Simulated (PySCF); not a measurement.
**trans-Sn(H2O)2F4: geometry, NMR shifts and electronic excitations**

What NMR shifts and electronic excitations should trans-Sn(H2O)2F4 (`[OH2]->[Sn](<-[OH2])([F])([F])([F])[F]`) show?

The runs use PySCF 2.14.0, with density-fitted response routines of our own; the level of theory stands in each step. All values are computed, except where a source is named. Atoms count from 0, in the outputs and in this text.

## 1. The molecule as given

11 atoms, charge 0, multiplicity 1; geometry from: GFN2-xTB. The atoms were then displaced at random by about 0.03 Å, so the start is not that level's minimum.

Bonds of the start (Å): Sn0–O1 2.51, Sn0–O4 2.57, Sn0–F7 1.97, Sn0–F8 2.05, Sn0–F9 2.06, Sn0–F10 1.92, O1–H2 1.00, O1–H3 1.07, O4–H5 0.94, O4–H6 0.98.

## 2. Optimising the geometry at PBE0-D3(BJ)/def2-SVP

What the job is given:

```
{"job": {"xc": "PBE0", "basis": "def2-SVP", "d3": "d3bj", "grid": 1, "maxiter": 40, "shake": 0.03, "kind": "geom"}, "charge": 0, "multiplicity": 1}
Sn     0.054300    -0.071880     0.011070
O     -0.030540     0.034660     2.515150
H     -0.865090     0.513750     2.775660
H      0.849460     0.562330     2.807210
O     -0.000520    -0.073810    -2.557100
H     -0.741180    -0.587870    -2.820100
H      0.849100    -0.497110    -2.800430
F      2.018930     0.048190    -0.037940
F     -1.990440    -0.006070     0.078160
F     -0.037830     1.956690     0.340330
F     -0.008140    -1.964380    -0.281110
```

Command:

```bash
> OMP_NUM_THREADS=1 python probes_run.py task.json out
```

The driver reads the jobs from task.json and runs them one after another.

**Question.** This job is followed by: GIAO PBE0/pcSseg-1 Sn:def2-TZVP NMR shielding, non-relativistic, gas phase; TDDFT wB97X-D/def2-SVPD, vertical, gas phase, core orbitals frozen in the response; GIAO wB97X-D/pcSseg-1 Sn:def2-TZVP NMR shielding, non-relativistic, gas phase. Predict these results of the whole session: point group; rotational constants (main isotopes); ¹H shifts against TMS (PBE0/def2-TZVP+pcSseg-1, means over atoms taken as alike); ¹⁷O shifts against H2O (PBE0/def2-TZVP+pcSseg-1, means over atoms taken as alike); ¹⁹F shifts against CFCl3 (PBE0/def2-TZVP+pcSseg-1, means over atoms taken as alike); surface potential, 1st and 99th percentile; lowest singlet (wB97X-D/def2-SVPD); brightest single state of those computed; lowest triplet; vertical ionisation energy (ΔSCF); vertical electron affinity (ΔSCF); range of the shift of O1.

As calculated:

| quantity | value |
| --- | --- |
| point group | C1 |
| rotational constants (main isotopes) | 1.91, 1.54, 1.42 GHz |
| ¹H shifts against TMS (PBE0/def2-TZVP+pcSseg-1, means over atoms taken as alike) | 3.88 ppm |
| ¹⁷O shifts against H2O (PBE0/def2-TZVP+pcSseg-1, means over atoms taken as alike) | 66.9 ppm |
| ¹⁹F shifts against CFCl3 (PBE0/def2-TZVP+pcSseg-1, means over atoms taken as alike) | -117.7 ppm |
| surface potential, 1st and 99th percentile | -1.39 V and 3.17 V |
| lowest singlet (wB97X-D/def2-SVPD) | 6.98 eV (178 nm), f = 0.000 |
| brightest single state of those computed | state 7, 7.89 eV, f = 0.168 |
| lowest triplet | 6.65 eV |
| vertical ionisation energy (ΔSCF) | 12.95 eV |
| vertical electron affinity (ΔSCF) | 0.18 eV |
| range of the shift of O1 | 64.3 to 66.9 ppm |

In words: The start was shaken at random, so part of the energy gained undoes that. Over 33 steps the energy fell by 1.230 eV; of the close pairs, Sn0–O4 changed most, 2.569 to 2.235 Å. At PBE0/def2-TZVP+pcSseg-1: The largest span, 224 ppm, is at F7, F8, F9, F10, where the paramagnetic term is -180 ppm. At PBE0/def2-TZVP+pcSseg-1, counted by nearest atom on the grid, the HOMO lies on 4 F atoms about 25 % each, the LUMO on Sn0 30 %; 4 F atoms about 10 % each. The lowest singlet, at 6.98 eV, is HOMO→LUMO 0.93 and is dark; of the 10 states computed, the strongest absorption comes from state 7 at 7.89 eV. The lowest triplet lies 0.33 eV below the lowest singlet (triplets in Tamm-Dancoff, singlets in full TDDFT). Spin-orbit coupling, left out, mixes singlets and triplets in elements this heavy. The orbital energy would give 12.42 eV for ionisation, ΔSCF gives 12.95 eV. In ppm, O1 (with its like atoms) moves most: its shift spreads over 2.6 ppm, from 64.3 (wB97X-D/def2-TZVP+pcSseg-1) to 66.9 (PBE0/def2-TZVP+pcSseg-1). Part of that comes from the computed reference. Spin-orbit coupling is left out, which matters for shieldings and couplings at and beside the heavy atoms.
